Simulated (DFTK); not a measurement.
Wanted: the native input for a DFTK 0.8.2 run.

| Quantity | Value |
| --- | --- |
| Task | single point |
| Functional | PBEsol |
| Potentials or basis | dojo.nc.sr.pbesol.v0_4_1.standard.upf (PBEsol) |
| Cutoff | 1143 eV |
| k mesh | 9 × 9 × 9 |
| Occupations | fermi-dirac, width 0.05 eV |
| Spin | no spin polarisation |
| Valence electrons | C 4, N 5, Zr 12 |
| SCF tolerance on the density | 1e-06 |

The system is Zr2CN.

```
Zr N C
1.0
     1.64498    0.94973    5.37262
    -1.64498    0.94973    5.37262
     0.00000   -1.89946    5.37262
Zr N C
2 1 1
Direct
  0.25093 0.25093 0.25093
  0.74907 0.74907 0.74907
  0.50000 0.50000 0.50000
  0.00000 0.00000 0.00000
```

The cell comes from a database or a generator and needn't be the stable form of this composition.

The input as run:

run.jl

```julia
using DFTK
using PseudoPotentialData
using Unitful, UnitfulAtomic
using LinearAlgebra, Printf
include("save.jl")
disable_threading()

# lattice vectors are the columns
lattice = austrip(1u"Å") * [   1.644982798   -1.644982798            0.0;
             0.9497312612   0.9497312612  -1.8994625224;
             5.3726182906   5.3726182906   5.3726182906]
symbols   = [:Zr, :Zr, :N, :C]
positions = [[0.25093274, 0.25093274, 0.25093274],
             [0.74906726, 0.74906726, 0.74906726],
             [0.5, 0.5, 0.5],
             [0.0, 0.0, 0.0]]
pseudopotentials = PseudoFamily("dojo.nc.sr.pbesol.v0_4_1.standard.upf")
elements = Dict(s => ElementPsp(s, pseudopotentials) for s in unique(symbols))
atoms    = [elements[s] for s in symbols]

build_model(lattice, positions; symmetries=true) =
    model_DFT(lattice, atoms, positions;
              functionals=PBEsol(),
              temperature=austrip(0.05u"eV"),
              smearing=Smearing.FermiDirac(),
              symmetries)
Ecut  = 42.0  # hartree
kgrid = [9, 9, 9]
tol   = 1e-6
to_GPa = ustrip(uconvert(u"GPa", 1u"hartree/bohr^3"))

model = build_model(lattice, positions)
basis = PlaneWaveBasis(model; Ecut, kgrid)
display(basis)
scfres = self_consistent_field(basis;
                               tol,
                               nbandsalg=AdaptiveBands(model; n_bands_converge=21))
display(scfres.energies)
@printf "Fermi level: %.6f eV\n" ustrip(auconvert(u"eV", something(scfres.εF, NaN)))
forces = compute_forces_cart(scfres)
println("Forces (eV/Å)")
for (s, f) in zip(symbols, forces)
    @printf "%-3s %12.6f %12.6f %12.6f\n" s ustrip.(auconvert.(u"eV/Å", f))...
end
stress = compute_stresses_cart(scfres)
println("Stress (GPa)")
display(round.(stress * to_GPa; digits=4))
println("Levels at the first k-point (eV): ", round.(ustrip.(auconvert.(u"eV", scfres.eigenvalues[1][1:scfres.n_bands_converge])); digits=4))
save_scf!(scfres; forces, stress)
```

Potentials or basis: dojo.nc.sr.pbesol.v0_4_1.standard.upf (PBEsol).

Command:

```bash
$ julia --threads=1 run.jl  # save.jl only writes the numbers to a file and isn't shown; printed stress counts tension as positive; times include loading and compiling
```

It gave:

The pressure is -5.6 GPa. The largest force is 0.092 eV/Å and the band gap on the k mesh is none (metal or under the smearing width).

Run time: 11 min on 1 thread of AMD EPYC 9R45 96-Core Processor (Zen 5), with other jobs on the host, peak memory 3.4 GiB.
